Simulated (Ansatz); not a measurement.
Turn this script for Ansatz 0.2.0 through its Python package into the input file that the command-line program reads.

The script, `ch5fgeo2_energy.py`:
```python
"""Electronic structure of the CH5FGeO2 molecule."""

import json
import warnings

import ansatz as az


def main() -> None:
    warnings.simplefilter("ignore", az.DeckWarning)

    system = (
        az.Crystal.molecule()
        .atom("O", (-0.283, -0.6846, 1.5644))
        .atom("C", (0.6013, -0.779, 0.5169))
        .atom("F", (1.2766, -1.951, 0.6883))
        .atom("O", (0.0173, -0.8366, -0.7254))
        .atom("Ge", (-0.6514, 0.7922, -1.1721))
        .atom("H", (0.193, -0.5119, 2.3862))
        .atom("H", (1.3698, 0.0633, 0.5451))
        .atom("H", (-1.5884, 1.3315, -0.0697))
        .atom("H", (0.5486, 1.7917, -1.2448))
        .atom("H", (-1.4006, 0.7333, -2.4859))
    )

    base = system.calculation().basis(gaussian="6-31G*").functional("b3lyp", dispersion="d4")
    done = base.run(threads=1)
    summary = done.report

    print("reference energy %16.6f eV" % summary["reference_energy_ev"])
    print("total energy     %16.6f eV" % summary["free_energy_ev"])
    print("occupied (up, down):", summary["n_occupied"], " virtual:", summary["n_virtual"], " frozen:", summary["n_frozen"])

    field = summary["mean_field"]
    print("<S^2> =", round(abs(field["state"]["spin_squared"]), 4), " relativity:", field["relativity"])
    print("passes:", field["passes"])
    if "symmetry" in field:
        print("occupied orbitals by irrep:", field["symmetry"]["occupied"])
    with open("ch5fgeo2.json", "w") as handle:
        json.dump({k: summary[k] for k in ("free_energy_ev", "reference_energy_ev", "n_occupied", "n_virtual")}, handle, indent=1)


if __name__ == "__main__":
    main()
```

Output of `python ch5fgeo2_energy.py`:
```text
reference energy    -64440.788781 eV
total energy        -64441.078210 eV
occupied (up, down): [34, 34]  virtual: [71, 71]  frozen: 0
<S^2> = 0.0  relativity: none
passes: {'evaluations': 15, 'products': 12}
occupied orbitals by irrep: [{'A': 34}, {'A': 34}]
```

`input.yaml`:
```yaml
crystal:
  periodic: [false, false, false]
  atoms:
    - { symbol: O, position_ang: [-0.283, -0.6846, 1.5644] }
    - { symbol: C, position_ang: [0.6013, -0.779, 0.5169] }
    - { symbol: F, position_ang: [1.2766, -1.951, 0.6883] }
    - { symbol: O, position_ang: [0.0173, -0.8366, -0.7254] }
    - { symbol: Ge, position_ang: [-0.6514, 0.7922, -1.1721] }
    - { symbol: H, position_ang: [0.193, -0.5119, 2.3862] }
    - { symbol: H, position_ang: [1.3698, 0.0633, 0.5451] }
    - { symbol: H, position_ang: [-1.5884, 1.3315, -0.0697] }
    - { symbol: H, position_ang: [0.5486, 1.7917, -1.2448] }
    - { symbol: H, position_ang: [-1.4006, 0.7333, -2.4859] }
basis:
  gaussian: { orbitals: "6-31G*" }
hamiltonian:
  xc: b3lyp
  dispersion: d4
```

Launched from the shell:
```console
$ ansatz run input.yaml --threads 1 --pin off --max-ram 4096MiB --backend cpu --events-out ev --progress --plain --runs-dir out
Engine: ansatz 0.2.0, aarch64-unknown-linux-gnu
Functional definition: B3LYP
  parameter a0 = 0.2
  parameter ax = 0.72
  parameter ac = 0.81
  exchange = (1 - a0 - ax)*slater_x + ax*b88_x + a0*exact_x
  correlation = (1 - ac)*vwn_rpa_c + ac*lyp_c
994 factors; integrals over basis functions are off by at most 9.6e-4 eV
mean field evaluation 1: about -64434.8080 eV, gradient 6.1e1 eV
mean field evaluation 2: about -64424.0434 eV, gradient 9.9e1 eV
mean field evaluation 4: about -64440.6009 eV, gradient 5.0e0 eV
mean field evaluation 8: about -64440.7883 eV, gradient 4.3e-1 eV
mean field evaluation 16: about -64440.7886 eV, gradient 7.3e-5 eV
mean field -64440.78855158 eV, -2368.1552997354 hartree, gradient 7.3e-5 eV, S^2 0.000000; 0 other end points of the search recorded, 0 dependent functions left out
reference -64440.78878092 eV, -2368.1553081633 hartree; 34, 34 occupied and 71, 71 virtual orbitals, 994 factors
Total energy: -64441.07821021 eV, -2368.1659444935 hartree
```

Caveats:
- Total energies depend on the basis set; only differences at equal settings carry meaning.
- The geometry is a force-field or estimated start, not a minimum of this method, and the basis set is short of its limit.
- Total less reference energy is the dispersion correction.
- b3lyp holds the VWN-RPA fit, as in Gaussian; the form of ORCA and Turbomole is b3lyp5.
- It ran for 5 s on 1 thread of Arm Neoverse V1, with other jobs on the host, peak memory 0.28 GiB.

(Lines on the test bed's own set-up are left out of the output.)
